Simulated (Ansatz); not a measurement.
# C2H8SeSi: the cost of one run

The runs use Ansatz 0.2.0, Gaussian basis; the settings change from run to run.

### Step 1. The molecule

An earlier PBE0-D4 in a triple-zeta def2 set relaxation fixed the geometry.

SMILES `CC[Se][SiH3]`, 12 atoms, charge 0, spin multiplicity 1.

Atoms are counted from 1 here; the program's logs count them from 0.

Bond lengths: C1–C2 1.513 Å, C1–H5 1.092 Å, C1–H6 1.093 Å, C1–H7 1.092 Å, C2–Se3 1.972 Å, C2–H8 1.090 Å, C2–H9 1.090 Å, Se3–Si4 2.265 Å, Si4–H10 1.484 Å, Si4–H11 1.488 Å, Si4–H12 1.488 Å. Angles: C2–C1–H5 111.3°, C2–C1–H6 110.1°, C2–C1–H7 111.3°, H5–C1–H6 108.0°, H5–C1–H7 108.1°, H6–C1–H7 108.0°, C1–C2–Se3 109.7°, C1–C2–H8 111.4°, C1–C2–H9 111.4°, Se3–C2–H8 107.7°, Se3–C2–H9 107.7°, H8–C2–H9 108.8°, C2–Se3–Si4 96.7°, Se3–Si4–H10 106.6°, Se3–Si4–H11 111.1°, Se3–Si4–H12 111.2°, H10–Si4–H11 109.9°, H10–Si4–H12 109.9° and more.

Geometry (Å):

```
C    -0.2858    2.0315    0.6940
C    -0.2683    0.5320    0.4944
Se    0.7122    0.0922   -1.1586
Si    0.4920   -2.1571   -1.0076
H     0.7264    2.4318    0.7814
H    -0.8281    2.2822    1.6097
H    -0.7790    2.5370   -0.1388
H    -1.2779    0.1320    0.3972
H     0.2322    0.0269    1.3209
H     1.1824   -2.7315   -2.1886
H     1.1111   -2.6732    0.2426
H    -0.9402   -2.5587   -1.0129
```

### Step 2. CAM-B3LYP/def2-TZVPD

This run has multiplicity 3, D3(BJ) dispersion.

in.yaml reads:

```yaml
crystal:
  periodic: [false, false, false]
  atoms:
    - {symbol: C, position_ang: [-0.285759, 2.031488, 0.693957]}
    - {symbol: C, position_ang: [-0.268326, 0.532040, 0.494414]}
    - {symbol: Se, position_ang: [0.712202, 0.092162, -1.158628]}
    - {symbol: Si, position_ang: [0.492049, -2.157111, -1.007630]}
    - {symbol: H, position_ang: [0.726353, 2.431768, 0.781374]}
    - {symbol: H, position_ang: [-0.828122, 2.282172, 1.609741]}
    - {symbol: H, position_ang: [-0.779009, 2.536982, -0.138828]}
    - {symbol: H, position_ang: [-1.277912, 0.131953, 0.397154]}
    - {symbol: H, position_ang: [0.232243, 0.026895, 1.320929]}
    - {symbol: H, position_ang: [1.182409, -2.731539, -2.188558]}
    - {symbol: H, position_ang: [1.111084, -2.673191, 0.242639]}
    - {symbol: H, position_ang: [-0.940213, -2.558720, -1.012864]}
basis:
  gaussian: {orbitals: def2-TZVPD}
magnetization: {spin_polarized: true, initial_magnetization: 2}
hamiltonian: {xc: {name: CAM-B3LYP}, dispersion: d3bj}
output: {forces: true}
```

On the command line:

```
ansatz run in.yaml --threads 4 --pin off --events-out ev --progress --plain --max-ram 10444MiB
```

**Question.** How long does this run take on 4 threads of Arm Neoverse V1, shared host, and how much memory does it need?

About 23 s, with a peak of 1.4 GiB.
